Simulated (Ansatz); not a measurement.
# TiOs3, space group Pm-3m: an equation of state with a fit

Computed with the Python package of Ansatz (0.2.0).

Notebook, run cell by cell (the value of a cell's last expression is shown):

```python
import warnings

import ansatz as az
import numpy as np
from pymatgen.analysis.eos import EOS
```

```python
vectors0 = np.array([
    [3.887734, 0.0, 0.0],
    [0.0, 3.887734, 0.0],
    [0.0, 0.0, 3.887734],
])
sites = [
    ("Ti", (0.0, 0.0, 0.0)),
    ("Os", (0.5, 0.5, 0.0)),
    ("Os", (0.5, 0.0, 0.5)),
    ("Os", (0.0, 0.5, 0.5)),
]


def crystal_on(cell):
    crystal = az.Crystal(lattice=az.Lattice.of(cell))
    for symbol, position in sites:
        crystal = crystal.atom(symbol, position)
    return crystal
```

```python
warnings.simplefilter("ignore", az.DeckWarning)

# scale the volume, keep shape and fractions
volumes, energies = [], []
for scale in np.linspace(0.88, 1.12, 7):
    cell = vectors0 * scale ** (1 / 3)
    job = (
        crystal_on(cell).calculation()
        .basis(420)  # cutoff of the orbital basis
        .functional("pbe")
        .eigensolver("davidson", full_accuracy=True)
        .scf(lower_state_search="light", algorithm="direct_min")
        .occupations("gaussian", width=0.2)
        .kpoints(6, 6, 6)
    )
    data = job.run(threads=1, backend="cpu").report
    volumes.append(abs(np.linalg.det(cell)) / len(sites))
    energies.append(data["free_energy_ev"] / len(sites))
    print(f"V = {volumes[-1]:8.4f} A^3/atom  F = {energies[-1]:.5f} eV/atom")
```

    V =  12.9274 A^3/atom  F = -9163.23544 eV/atom
    V =  13.5150 A^3/atom  F = -9163.37958 eV/atom
    V =  14.1027 A^3/atom  F = -9163.45439 eV/atom
    V =  14.6903 A^3/atom  F = -9163.47372 eV/atom
    V =  15.2779 A^3/atom  F = -9163.44870 eV/atom
    V =  15.8655 A^3/atom  F = -9163.38833 eV/atom
    V =  16.4531 A^3/atom  F = -9163.29989 eV/atom

```python
for form in ["vinet", "murnaghan"]:
    fit = EOS(eos_name=form).fit(volumes, energies)
    print(f"{form:18s} V0 {fit.v0:8.4f} A^3/atom  B0 {fit.b0_GPa:7.1f} GPa  B1 {fit.b1:5.2f}")
```

    vinet              V0  14.6310 A^3/atom  B0   306.7 GPa  B1  4.60
    murnaghan          V0  14.6318 A^3/atom  B0   304.0 GPa  B1  4.56

A third-order Birch-Murnaghan fit through the 7 points (the script's own form differs a little) has its minimum at 14.63 Å³ an atom, 0.4 % below the typed cell, with a bulk modulus of 306 GPa. From that minimum the energy rises by 238.4 meV an atom on the compressed side and 174.0 meV on the expanded side.

These settings explore the input space; cutoff and mesh may be short of convergence. The run is spin-unpolarised. The mesh is modest for a metal, so energies can be off by several to tens of meV an atom and pressures by half a GPa or more; differences at equal mesh fare better. The free energy holds a sizeable smearing term, which stands for no physical temperature. Spin-orbit coupling, which matters for elements this heavy, is left out. This cell is a computed structure, which may not be the phase found in nature. It ran for 35 s on 1 thread of Intel(R) Xeon(R) 6975P-C (Granite Rapids) (shared host), peak memory 0.58 GiB.
